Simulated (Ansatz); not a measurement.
Runs of Ansatz 0.2.0 on Ge2Sb2Te5. It takes space group Cm (No. 8, monoclinic). Conventional cell: a = 13.678 Å, b = 6.132 Å, c = 9.672 Å, α = 90.00°, β = 134.93°, γ = 90.00°. Te (site symmetry m) has 2 Ge at 2.85 to 3.19 Å and 3 Sb at 3.07 to 3.14 Å as nearest neighbours. Around Te (site symmetry m) lie 2 Sb at 2.95 to 3.20 Å and 3 Ge at 3.07 to 3.08 Å. Around Te (site symmetry m) lie 3 Ge at 2.82 to 3.07 Å and 2 Sb at 3.14 to 3.19 Å. Te (site symmetry m) has 2 Ge at 2.95 to 3.00 Å and 2 Sb at 3.02 to 3.06 Å as nearest neighbours. Around Te (site symmetry m) lie 3 Sb at 2.98 to 3.07 Å and 2 Ge at 3.05 to 3.20 Å. Around Sb (site symmetry m) lie 6 Te at 2.95 to 3.19 Å. Sb (site symmetry m) has 6 Te at 2.98 to 3.20 Å as nearest neighbours. Around Ge (site symmetry m) lie 6 Te at 2.82 to 3.19 Å. The cell comes from a database or a generator and needn't be the stable form of this composition.

```csv
task,level,cell,k mesh,smearing,points for each segment of the path,gap on the mesh (eV),pressure (GPa),relaxed volume (Å³/atom),largest force (eV/Å)
relaxation of cell and atoms,revPBE+D4,relaxed,5 × 5 × 4,fermi-dirac 0.05 eV,-,0.12,0.0,30.70,-
single point,PBE,as given,5 × 5 × 4,gaussian 0.014 eV,-,(a),(b),-,0.20
relaxation of cell and atoms,PBEsol+D3(BJ),relaxed,5 × 5 × 4,fermi-dirac 0.05 eV,-,0.08,0.0,28.20,0.01
band structure,BLYP,as given,4 × 4 × 3,fermi-dirac 0.05 eV,10,0.07,3.6,-,0.20
relaxation of cell and atoms,PBEsol+D4,relaxed,5 × 5 × 4,fermi-dirac 0.05 eV,-,0.10,0.0,(c),-
```

Alike in all rows: potentials or basis Ansatz PAW; no spin polarisation; cutoff (eV) 420.

Fill in the values left out.

(a) 0.26; (b) -0.1; (c) 28.80.

Caveats: spin-orbit coupling is left out, which moves the levels of the heavy elements; odd divisions of the mesh miss points on the zone boundary, where band edges often lie, so the gap on the mesh can be too wide (some runs); the PAW data sets come from PBE, with cores solved anew for the run's functional, which leaves a small shift of forces and pressure (some runs); the plane-wave basis is chosen anew once the cell has moved, so the energies of steps on either side of that aren't comparable (some runs); the potentials were made for another functional, which shifts forces and pressure (some runs).

A k mesh can miss the band edges, and the runs leave out spin-orbit coupling on Ge, Sb, Te.

Not every run made on this cell is shown here.
